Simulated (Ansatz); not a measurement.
Task: a single point from an input written key by key of CH3BrMg, SMILES [CH3][Mg][Br], with the Python package of Ansatz (0.2.0). Give the script and its output. Level of theory: MP2, def2-SVP basis, multiplicity 1.

```xyz
6

C    -0.6093    0.4894   -0.4473
Mg    0.8047   -0.6875    0.5677
Br    2.4945   -2.1121    1.7596
H    -1.4786   -0.0688   -0.6930
H    -0.2191    0.9132   -1.4207
H    -0.9502    1.4018    0.1876
```

Script `ch3brmg_deck.py`:
```python
"""CH3BrMg through the session interface."""

import ansatz
import numpy as np

DECK = """
crystal:
  periodic: [false, false, false]
  atoms:
    - { symbol: C, position_ang: [-0.6093, 0.4894, -0.4473] }
    - { symbol: Mg, position_ang: [0.8047, -0.6875, 0.5677] }
    - { symbol: Br, position_ang: [2.4945, -2.1121, 1.7596] }
    - { symbol: H, position_ang: [-1.4786, -0.0688, -0.693] }
    - { symbol: H, position_ang: [-0.2191, 0.9132, -1.4207] }
    - { symbol: H, position_ang: [-0.9502, 1.4018, 0.1876] }
basis:
  gaussian:
    orbitals: def2-SVP
    point_charges: [{ charge: 1.0, position_ang: [0.0, 0.0, 4.26] }]
correlation:
  method: mp2
output:
  forces: true
"""

session = ansatz.Session.from_yaml(DECK)
report = session.plan(threads=1).execute().report

for key in ("converged", "free_energy_ev", "reference_energy_ev", "n_frozen", "n_occupied", "n_virtual"):
    print(f"{key:22s} {report[key]}")
symbols = ["C", "Mg", "Br", "H", "H", "H"]
print("correlation energy", round(report["free_energy_ev"] - report["reference_energy_ev"], 5), "eV")
cluster = report["correlation"].get("coupled_cluster")
if cluster:
    print("cycles", cluster["cycles"], " T1 diagnostic", round(cluster["t1_diagnostic"], 4), " largest double", round(cluster["largest_double"], 4))
state = report["mean_field"]["state"]
print(f"mean field: {state['energy']['hartree']:.7f} Ha, <S^2> = {abs(state['spin_squared']):.4f}, stability: {state.get('stability', {}).get('kind')}")

print("forces (eV/A)")
for symbol, f in zip(symbols, report["forces_ev_ang"]):
    print(f"  {symbol:2s} {f[0]:9.4f} {f[1]:9.4f} {f[2]:9.4f}")
charges = report["charge_distribution"]
print("dipole moment", round(4.803205 * float(np.linalg.norm(charges["dipole_moment_e_ang"])), 3), "D")
print("Mulliken:", [(s, round(q, 3)) for s, q in zip(symbols, charges["mulliken_charges_e"])])
```

```console
$ python ch3brmg_deck.py
converged              True
free_energy_ev         -76510.46345706416
reference_energy_ev    -76499.05750265573
n_frozen               11
n_occupied             [17, 17]
n_virtual              [51, 51]
correlation energy -11.40595 eV
mean field: -2811.2885103 Ha, <S^2> = 0.0000, stability: minimum
forces (eV/A)
  C     0.8513    2.5344    0.7589
  Mg    0.9422   -0.7533   -0.3638
  Br   -1.0585    0.8949   -0.1439
  H    -1.2664   -0.8292   -0.2310
  H    -0.0661   -0.3918    0.9235
  H     0.4458   -1.3285   -1.0189
dipole moment 3.253 D
Mulliken: [('C', -0.482), ('Mg', 0.544), ('Br', -0.327), ('H', 0.088), ('H', 0.108), ('H', 0.07)]
```

Notes:
- The settings weren't tested for convergence.
- The geometry is a force-field or estimated start, not a minimum of this method, and the basis set is short of its limit.
- It ran for 2.9 s on 1 thread of Intel(R) Xeon(R) Platinum 8259CL CPU @ 2.50GHz (Skylake/Cascade Lake), on a shared host, peak memory 0.21 GiB.

(Lines on the test bed's own set-up are left out of the output.)
